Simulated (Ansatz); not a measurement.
**CH3AlFNO: small, medium and large basis sets**

One table from this session's results is given with a row withheld; the runs are named, their logs left out.

Computed with Ansatz 0.2.0, Gaussian basis. Level: one geometry, several basis sets.

The runs, in order: PBE0-D4/def2-SVP; ωB97M-V/def2-SVP; PBE0-D4/def2-QZVPP; ωB97M-V/def2-QZVPP; the functionals' def2-TZVPP values are taken from earlier runs.

### Structure used throughout

An earlier PBE0-D4 in a triple-zeta def2 set relaxation fixed the geometry.

SMILES `N=[C](O)[AlH][F]`, 8 atoms, charge 0, spin multiplicity 1.

Atoms are counted from 1 here; the program's logs count them from 0.

Bond lengths: N1–C2 1.270 Å, N1–H6 1.027 Å, C2–O3 1.349 Å, C2–Al4 1.968 Å, O3–H7 0.969 Å, Al4–F5 1.648 Å, Al4–H8 1.567 Å. Angles: C2–N1–H6 114.4°, N1–C2–O3 126.9°, N1–C2–Al4 110.8°, O3–C2–Al4 122.3°, C2–O3–H7 109.8°, C2–Al4–F5 118.9°, C2–Al4–H8 122.4°, F5–Al4–H8 118.7°.

The first run:

in.yaml reads:

```yaml
crystal:
  periodic: [false, false, false]
  atoms:
    - {symbol: N, position_ang: [-1.277573, -0.609165, 0.194501]}
    - {symbol: C, position_ang: [-0.280571, 0.176945, 0.204270]}
    - {symbol: O, position_ang: [-0.202913, 1.380077, 0.810214]}
    - {symbol: Al, position_ang: [1.223056, -0.590878, -0.807641]}
    - {symbol: F, position_ang: [2.643537, 0.241659, -0.880125]}
    - {symbol: H, position_ang: [-2.094720, -0.264505, 0.711624]}
    - {symbol: H, position_ang: [-1.040071, 1.577750, 1.256987]}
    - {symbol: H, position_ang: [1.121356, -1.968982, -1.545629]}
basis:
  gaussian: {orbitals: def2-SVP}
hamiltonian: {xc: pbe0, dispersion: d4}
output: {orbitals: {seedname: orbitals}}
```

Command:

```sh
$ ansatz run in.yaml --threads 2 --pin off --events-out ev --progress --plain --max-ram 4352MiB
```

Steps of the session up to this table: PBE0-D4 in def2-SVP; ωB97M-V in def2-SVP; PBE0-D4 in def2-QZVPP; ωB97M-V in def2-QZVPP.

One table of the session follows, with a row left open; its other results are not shown here.

It belongs to the step «Density functionals: the series». 

| functional | basis | HOMO (eV) | LUMO (eV) |
| --- | --- | --- | --- |
| PBE0-D4 | def2-SVP | -7.83 | -1.32 |
| PBE0-D4 | def2-TZVPP | -8.08 | -1.52 |
| PBE0-D4 | def2-QZVPP | -8.13 | -1.57 |
| ωB97M-V | def2-SVP | -10.12 | 0.51 |
| ωB97M-V | def2-TZVPP | ? | ? |
| ωB97M-V | def2-QZVPP | -10.46 | 0.10 |

Q: Estimate the row for ωB97M-V, def2-TZVPP from the others.

The run gave: HOMO (eV): -10.41; LUMO (eV): 0.25. In the column «HOMO (eV)» it lies between ωB97M-V, def2-QZVPP (-10.46) and ωB97M-V, def2-SVP (-10.12).
